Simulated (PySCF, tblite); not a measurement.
# C₇H₁₂FNSi: geometry, infrared bands and NMR shifts

What infrared bands and NMR shifts should C₇H₁₂FNSi (`CC[C@@H]1C[C@H](C#N)[C@@H](F)[SiH2]1`) show?

Programs: tblite 0.8.0 and PySCF 2.14.0, with density-fitted response routines of our own. Each step states its level of theory. These are calculated values for one molecule in the gas phase, unless marked as measured. Atoms are numbered from 0 throughout.

## 1. Starting geometry

22 atoms, charge 0, multiplicity 1; geometry from: force field or distance geometry start.

Bonds of the start (Å): C0–C1 1.53, C1–C2 1.51, C2–C3 1.56, C3–C4 1.54, C4–C5 1.47, C5–N6 1.16, C4–C7 1.53, C7–F8 1.36, C7–Si9 1.90, Si9–C2 1.98, C0–H10 1.09, C0–H11 1.09, C0–H12 1.11, C1–H13 1.10, C1–H14 1.10, C2–H15 1.09, C3–H16 1.09, C3–H17 1.11, C4–H18 1.10, C7–H19 1.10, Si9–H20 1.48, Si9–H21 1.48.

## 2. Relaxing the molecule with GFN2-xTB

Job settings and geometry (Å):

```
{"job": {"kind": "relax", "xc": "GFN2-xTB", "basis": "xTB"}, "charge": 0, "multiplicity": 1}
C      2.749800     0.310000     0.967300
C      1.738900    -0.761300     0.562000
C      0.645300    -0.239100    -0.341300
C     -0.284000     0.829400     0.314500
C     -1.576400     0.936000    -0.509000
C     -2.563600     1.795400     0.156600
N     -3.320300     2.475000     0.710300
C     -2.136600    -0.476700    -0.704300
F     -2.903300    -0.521700    -1.830800
Si    -0.645300    -1.625300    -0.930900
H      3.184100     0.777200     0.082200
H      3.545100    -0.125900     1.566900
H      2.261700     1.095500     1.579500
H      2.291000    -1.572800     0.060000
H      1.310600    -1.197600     1.482100
H      1.062000     0.181800    -1.252700
H      0.228200     1.794200     0.386200
H     -0.525300     0.519600     1.354000
H     -1.338900     1.379900    -1.489200
H     -2.745800    -0.814100     0.145000
H     -0.345700    -1.986900    -2.338900
H     -0.641900    -2.753000     0.029600
```

The run is started by

```sh
OMP_NUM_THREADS=1 python probes_run.py task.json out
```

One launch serves the whole session: the jobs run in the order shown.

**Question.** This job is followed by: GFN2-xTB harmonic vibrations, gas phase; GIAO PBE0/pcSseg-1 NMR shielding, non-relativistic, gas phase. What will the session give for the following? strongest single infrared mode (GFN2-xTB); zero-point energy (GFN2-xTB); 13C shifts against TMS (PBE0/pcSseg-1); 1H shifts against TMS (PBE0/pcSseg-1, means over atoms taken as alike); 15N shifts against NH3 (PBE0/pcSseg-1); 19F shifts against CFCl3 (PBE0/pcSseg-1); 29Si shifts against TMS (PBE0/pcSseg-1); surface potential, 1st and 99th percentile.

**Answer**, as computed:

| quantity | value |
| --- | --- |
| strongest single infrared mode (GFN2-xTB) | 2288 cm⁻¹, 283 km/mol |
| zero-point energy (GFN2-xTB) | 108.7 kcal/mol |
| 13C shifts against TMS (PBE0/pcSseg-1) | 127.0, 96.4, 38.6, 38.0, 30.1, 28.9, 17.2 ppm |
| 1H shifts against TMS (PBE0/pcSseg-1, means over atoms taken as alike) | 5.44, 4.38, 4.07, 2.74, 2.58, 1.77, 1.32, 1.18, 1.14, 1.09 ppm |
| 15N shifts against NH3 (PBE0/pcSseg-1) | 298.9 ppm |
| 19F shifts against CFCl3 (PBE0/pcSseg-1) | -240.9 ppm |
| 29Si shifts against TMS (PBE0/pcSseg-1) | -25.5 ppm |
| surface potential, 1st and 99th percentile | -1.80 V and 1.43 V |

**Reading.** Relaxing lowered the energy by 0.196 eV in 42 steps; the close pair that moved most is C2–Si9, from 1.984 to 1.915 Å. All 60 modes are real, so the xTB geometry is a minimum. The strongest single mode, at 2288 cm⁻¹, moves mainly H21. GFN2-xTB is a fitted tight-binding method: band positions and strengths are rough. Its intensities can rank the bands wrongly. H19 (hydrogen on an sp3 CH bonded to F and Si) lies farthest downfield among hydrogen, at 5.44 ppm; its carbon carries F, which withdraws density. At PBE0/pcSseg-1: The largest span, 483 ppm, is at N6, where the paramagnetic term is -371 ppm.
